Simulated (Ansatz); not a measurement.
Run this with Ansatz's Python interface and show what comes out.

`run_plus_u.py`:
```python
import ansatz as az
from ase import Atoms
import numpy as np


def count_gap(report):
    # lowest empty less highest filled band, counting bands; zero where they overlap
    return max(report.get('gap_by_band_count_ev') or 0.0, 0.0)

atoms = Atoms(
    ['Mn', 'Se'],
    scaled_positions=[
        (0.0, 0.0, 0.0),
        (0.5, 0.5, 0.5),
    ],
    cell=[
        (0.0, 2.72, 2.72),
        (2.72, 0.0, 2.72),
        (2.72, 2.72, 0.0),
    ],
    pbc=True,
)
atoms.set_initial_magnetic_moments([2.8, 0.0])
structure = az.Crystal.from_ase(atoms)

job = (
    structure.calculation()
    .basis(470)
    .spin('collinear')
    .occupations('fermi_dirac', width=0.1)
    .kpoints(7, 7, 7, center='gamma')
    .functional('pbesol')
    .accuracy('medium')
    .band_table()
)
rows = []
for u in [0.0, 2.0, 4.0, 6.0]:
    data = job.hubbard('Mn', 'd', u_eff=u).run(threads=1).report
    shell = data['hubbard']['n_scf']
    rows.append((u, count_gap(data), sum(shell) / len(shell), max(abs(m) for m in data['site_moments_mub']), data['n_iterations']))
lines = [','.join(['U_eff eV', 'gap by band count eV', 'Mn d occupation (projector)', 'largest moment muB', 'iterations'])] + [','.join(f'{v:.4f}' if isinstance(v, float) else str(v) for v in row) for row in rows]
print('\n'.join(lines))
with open('plus_u.csv', 'w') as handle:
    handle.write('\n'.join(lines) + '\n')
```

```console
$ python run_plus_u.py
U_eff eV,gap by band count eV,Mn d occupation (projector),largest moment muB,iterations
0.0000,0.0000,5.4590,4.2276,11
2.0000,0.0005,5.3254,4.4728,13
4.0000,0.3660,5.2541,4.5574,12
6.0000,0.4307,5.2034,4.6099,11
```

From U = 0 to 6 eV the largest site moment goes from 4.23 to 4.61 μB.

Other magnetic orders than the one started from may lie lower. U, its shell and the double counting are chosen to explore, and aren't derived for this compound. A gap by band count of zero or less means overlapping bands, a metal. With one magnetic atom the cell can hold only ferromagnetic order. Of the deposited cell: the entry's cell lengths or inner coordinates differ somewhat from later room-temperature determinations. The structure is a deposited one; some such entries were measured under pressure or heat, so a shift against it needn't be the functional's error alone. Levels are Kohn-Sham eigenvalues on this mesh, without spin-orbit coupling. Shell occupations and the effect of U depend on the projectors; a run with no .spin step is spin-unpolarised, and each U may end in a state that isn't the lowest. Finished in 16 s on 1 thread of Arm Neoverse V1, with other jobs on the host, peak memory 0.43 GiB.
